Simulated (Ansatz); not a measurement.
Runs of Ansatz 0.2.0 on NiMoIrPdW. Symmetry: I4mm, No. 107, tetragonal system. The conventional cell has a = 2.740 Å, b = 2.740 Å, c = 19.433 Å, α = 90.00°, β = 90.00°, γ = 90.00°. Ni (site symmetry 4mm) has 4 Mo at 2.60 Å and 4 Pd at 2.67 Å and 4 Ni at 2.74 Å as nearest neighbours. Around Mo (site symmetry 4mm) lie 4 Ni at 2.60 Å and 4 Mo at 2.74 Å and 4 W at 2.94 Å. Pd (site symmetry 4mm) is surrounded by 4 Ni at 2.67 Å and 4 Pd at 2.74 Å and 4 Ir at 2.83 Å. Around Ir (site symmetry 4mm) lie 4 W at 2.69 Å and 4 Ir at 2.74 Å and 4 Pd at 2.83 Å. W (site symmetry 4mm) is surrounded by 4 Ir at 2.69 Å and 4 W at 2.74 Å and 4 Mo at 2.94 Å. The cell was built by a generator and needn't be a form met in nature.

```tsv
task	level	cell	k mesh	points for each segment of the path	mesh quality	gap on the mesh (eV)	pressure (GPa)	moment (μB)	relaxed volume (Å³/atom)	largest force (eV/Å)
relaxation of cell and atoms	LDA	relaxed	10 × 10 × 10	-	not flagged	none	0.0	0.00	13.76	-
relaxation of cell and atoms	BLYP	relaxed	10 × 10 × 10	-	not flagged	none	0.0	0.00	15.30	0.01
band structure	BLYP	as given	13 × 13 × 13	14	not flagged	none	(a)	0.00	-	0.21
relaxation of cell and atoms	PBEsol+D3(BJ)	relaxed	10 × 10 × 10	-	not flagged	none	0.0	0.00	(b)	-
single point	HSE03	as given	6 × 6 × 6	-	coarse	none	-7.3	0.00	-	0.97
band structure	LDA	as given	13 × 13 × 13	14	not flagged	none	(c)	0.00	-	0.26
```

Alike in all rows: potentials or basis Ansatz PAW; spin collinear, ferromagnetic start; cutoff (eV) 420; smearing fermi-dirac 0.05 eV.

Problem. Fill in the values left out.

Solution. (a) 11.2; (b) 13.68; (c) -14.7.

Caveats: some runs use coarse meshes; the PAW data sets come from PBE, with cores solved anew for the run's functional, which leaves a small shift of forces and pressure; the starting moments weren't kept; the plane-wave basis is chosen anew once the cell has moved, so the energies of steps on either side of that aren't comparable (some runs); spin-orbit coupling is left out, which moves the levels of the heavy elements (some runs); pairwise dispersion overbinds metals, which lowers pressure and volume (some runs); the magnetic or orbital state may not be the lowest (some runs); the thresholds are loose for stress (some runs).

A k mesh can miss the band edges, and the runs leave out spin-orbit coupling on Ir, Mo, Pd, W.

A gap of «none» marks a metal or a gap under the smearing width.

Runs at the PBE level aren't shown here.
